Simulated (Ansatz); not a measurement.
**CH₅AlBClS: basis-set convergence**

Aim: see how fast density functionals converge with the basis set for CH₅AlBClS.

Method: one geometry, several basis sets; program: Ansatz 0.2.0, Gaussian basis.

Plan: PBE0-D4/def2-SVP; ωB97M-V/def2-SVP; PBE0-D4/def2-QZVPP; ωB97M-V/def2-QZVPP; the functionals' def2-TZVPP values are taken from earlier runs.

### 1 The geometry

The geometry comes from an earlier relaxation with PBE0-D4 in a triple-zeta def2 set; it is a stationary point, not always the lowest conformer.

SMILES `[CH3][Al]([Cl])[BH]S`, 10 atoms, charge 0, spin multiplicity 1.

Atoms are counted from 1 here; the program's logs count them from 0.

Bond lengths: C1–Al2 1.948 Å, C1–H6 1.092 Å, C1–H7 1.094 Å, C1–H8 1.096 Å, Al2–Cl3 2.113 Å, Al2–B4 2.118 Å, B4–S5 1.765 Å, B4–H9 1.195 Å, S5–H10 1.347 Å. Angles: Al2–C1–H6 111.7°, Al2–C1–H7 112.3°, Al2–C1–H8 110.4°, H6–C1–H7 108.2°, H6–C1–H8 107.1°, H7–C1–H8 106.9°, C1–Al2–Cl3 117.0°, C1–Al2–B4 123.5°, Cl3–Al2–B4 119.5°, Al2–B4–S5 120.6°, Al2–B4–H9 127.3°, S5–B4–H9 112.0°, B4–S5–H10 101.2°.

### 2 PBE0-D4 in def2-SVP

in.yaml

```yaml
crystal:
  periodic: [false, false, false]
  atoms:
    - {symbol: C, position_ang: [-0.223909, -1.504655, -0.675060]}
    - {symbol: Al, position_ang: [0.414275, -0.374337, 0.777225]}
    - {symbol: Cl, position_ang: [1.464952, -1.326410, 2.343450]}
    - {symbol: B, position_ang: [0.160330, 1.727937, 0.819921]}
    - {symbol: S, position_ang: [-0.452867, 2.588758, -0.593547]}
    - {symbol: H, position_ang: [-0.291878, -2.551643, -0.371058]}
    - {symbol: H, position_ang: [-1.204916, -1.191291, -1.044946]}
    - {symbol: H, position_ang: [0.466296, -1.459166, -1.525424]}
    - {symbol: H, position_ang: [0.399117, 2.468784, 1.726945]}
    - {symbol: H, position_ang: [-0.648399, 1.570923, -1.454407]}
basis:
  gaussian: {orbitals: def2-SVP}
hamiltonian: {xc: pbe0, dispersion: d4}
output: {orbitals: {seedname: orbitals}}
```

Command:

```sh
$ ansatz run in.yaml --threads 4 --pin off --events-out ev --progress --plain --max-ram 10444MiB
```

The runs that follow: ωB97M-V in def2-SVP; PBE0-D4 in def2-QZVPP; ωB97M-V in def2-QZVPP.

Before running them: what should the planned runs give, taken together? Wanted: PBE0-D4: double and triple zeta above quadruple; ωB97M-V: double and triple zeta above quadruple.

As calculated:

```
                                       quantity           value
PBE0-D4: double and triple zeta above quadruple  13.29, 1.00 eV
ωB97M-V: double and triple zeta above quadruple  13.30, 0.96 eV
```

PBE0-D4 gains 12.29 eV from double to triple zeta, then 1.00 eV more. Total energies overstate the basis error of differences, where much of it tends to cancel.
